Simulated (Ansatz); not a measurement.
Write a Python script for Ansatz 0.2.0, Python API that makes the energy of protonation at one site of H4OSiTe, SMILES O[SiH2][TeH]. Settings (for the species named): PBE0, def2-SVP basis, multiplicity 1.

```yaml
atoms:
  - { symbol: O, position_ang: [-1.2304, -0.6966, -0.4964] }
  - { symbol: Si, position_ang: [-0.1402, 0.4739, 0.0961] }
  - { symbol: Te, position_ang: [1.5412, -0.7204, 1.4309] }
  - { symbol: H, position_ang: [-1.8429, -0.0931, -1.0345] }
  - { symbol: H, position_ang: [0.5219, 1.1550, -1.0442] }
  - { symbol: H, position_ang: [-0.8222, 1.4811, 0.9416] }
  - { symbol: H, position_ang: [2.0340, -1.6679, 0.0608] }
```

`h4osite.py`:
```python
from dataclasses import dataclass
import warnings

import ansatz as az
import numpy as np


@dataclass(frozen=True)
class RunConfig:
    basis_set: str = 'def2-SVP'
    functional: str = 'pbe0'
    net_charge: int = 1
    force_tol: float = 0.01


opts = RunConfig()

warnings.simplefilter('ignore', az.DeckWarning)

geometry_ang = [
    ('O', [-1.2304, -0.6966, -0.4964]),
    ('Si', [-0.1402, 0.4739, 0.0961]),
    ('Te', [1.5412, -0.7204, 1.4309]),
    ('H', [-1.8429, -0.0931, -1.0345]),
    ('H', [0.5219, 1.155, -1.0442]),
    ('H', [-0.8222, 1.4811, 0.9416]),
    ('H', [2.034, -1.6679, 0.0608]),
]
geometry = az.Crystal.molecule()
for symbol, xyz in geometry_ang:
    geometry = geometry.atom(symbol, xyz)

calculation = geometry.calculation().basis(gaussian=opts.basis_set).functional(opts.functional)
symbols = [site.symbol for site in geometry.cartesian_sites]
start = np.array([site.position_ang for site in geometry.cartesian_sites], dtype=float)
data = calculation.relax(force_tolerance=0.01, max_steps=100).run(threads=1, backend='cpu').report
end = np.array(data['positions_ang'])

away = sum((end[0] - end[j]) / np.linalg.norm(end[0] - end[j]) for j in [1, 3]) + np.array([0.15, 0.1, -0.2])
proton = end[0] + 1.0 * away / np.linalg.norm(away)
acid = az.Crystal.molecule()
for symbol, place in zip(symbols, end):
    acid = acid.atom(symbol, place.tolist())
acid = acid.atom('H', proton.tolist())
protonated = (
    acid.calculation()
    .basis(gaussian=opts.basis_set)
    .functional(opts.functional)
    .charge(opts.net_charge)
    .relax(force_tolerance=opts.force_tol, max_steps=80)
)
after = protonated.run(threads=1, backend='cpu').report
xyz = np.array(after['positions_ang'])
reach = np.linalg.norm(xyz[:-1] - xyz[-1], axis=1)
print(f'base {data["free_energy_ev"]:.5f} eV, protonated {after["free_energy_ev"]:.5f} eV')
print(f'the proton ends {reach.min():.3f} A from {symbols[reach.argmin()]}{reach.argmin()}')
print(f'electronic proton affinity {96.485332 * (data["free_energy_ev"] - after["free_energy_ev"]):.1f} kJ/mol')
```

`python h4osite.py` gives:
```text
base -17274.88492 eV, protonated -17283.34443 eV
the proton ends 0.974 A from O0
electronic proton affinity 816.2 kJ/mol
```

What to keep in mind:
- The settings weren't tested for convergence.
- The proton is put on one chosen atom, which needn't be the most basic site, so the molecule's proton affinity can be higher; the ends are stationary points, not checked by frequencies, and zero-point and thermal terms count only where printed.
- def2 sets replace the cores of elements past krypton by effective core potentials.
- It ran for 2.6 min on 1 thread of Arm Neoverse V2 (shared host), peak memory 0.25 GiB.

(Lines on the test bed's own set-up are left out of the output.)
